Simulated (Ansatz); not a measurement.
Relaxation of a periodic cell of 17 atoms, Si (host Si, host structure diamond, interstitial Si), to a largest force component of 0.08 eV/Å in at most 25 steps.

All numbers below come from Ansatz, DFT PBE, scalar-relativistic, plane waves, PAW. Settings: PAW set soft_1, cutoff 420 eV, k mesh 2x2x2, fermi-dirac smearing 0.02 eV, no spin polarisation.

```xyz
17
Lattice="0.0000 5.4300 5.4300 5.4300 0.0000 5.4300 5.4300 5.4300 0.0000" Properties=species:S:1:pos:R:3:forces:R:3
Si 0.000 0.000 0.000 -0.48 -0.16 2.08
Si 1.357 1.357 1.357 0.13 0.12 0.06
Si 2.715 2.715 0.000 -0.15 -0.14 -0.14
Si 4.072 4.072 1.357 -0.28 -0.35 -0.31
Si 2.715 0.000 2.715 0.00 -0.11 -0.10
Si 4.072 1.357 4.072 -1.37 0.15 0.07
Si 5.430 2.715 2.715 -0.27 1.51 -0.09
Si 6.787 4.072 4.072 0.12 0.04 0.12
Si 0.000 2.715 2.715 -0.13 -0.05 -0.13
Si 1.357 4.072 4.072 0.36 -2.90 0.48
Si 2.715 5.430 2.715 3.16 -0.53 -0.68
Si 4.072 6.787 4.072 0.10 0.13 0.13
Si 2.715 2.715 5.430 0.31 0.26 0.28
Si 4.072 4.072 6.787 0.14 0.13 0.13
Si 5.430 5.430 5.430 -0.12 -0.12 -0.02
Si 6.787 6.787 6.787 0.15 0.35 -2.10
Si 6.221 6.082 8.857 -1.65 1.66 0.24
```

Q: Where does it end, and by what steps?

A: The run converged. The threshold is loose, so the end isn't yet a minimum. The force dipped under the threshold on the way, but the program's further checks kept it going. Limits of this set-up: coarse k mesh. After 5 steps the energy has fallen by 1.075 eV; Si14 moved furthest, 0.46 Å.

```tsv
step	energy less start (eV)	largest force component (eV/Å)	accepted
0	0.0000	3.158	yes
1	-0.7903	1.349	yes
2	-1.0526	0.163	yes
3	-1.0680	0.079	yes
4	-1.0716	0.048	yes
5	-1.0753	0.062	yes
```

```xyz
17
Lattice="0.0000 5.4300 5.4300 5.4300 0.0000 5.4300 5.4300 5.4300 0.0000" Properties=species:S:1:pos:R:3
Si -0.063 -0.084 0.075
Si 1.300 1.292 1.363
Si 2.539 2.533 -0.179
Si 3.906 3.902 1.189
Si 2.677 0.067 2.786
Si 3.939 1.452 4.176
Si 5.363 2.788 2.637
Si 6.730 4.074 4.010
Si 0.075 2.670 2.785
Si 1.465 3.934 4.168
Si 2.794 5.353 2.648
Si 4.083 6.724 4.013
Si 2.955 2.951 5.668
Si 4.343 4.336 7.053
Si 5.507 5.498 5.387
Si 6.899 6.878 6.652
Si 6.009 6.014 8.726
```

Whether the end is a true minimum wasn't checked by a vibrational analysis.

Run time: 41 s on 1 thread of Arm Neoverse V1, with other jobs on the host, peak memory 0.51 GiB.
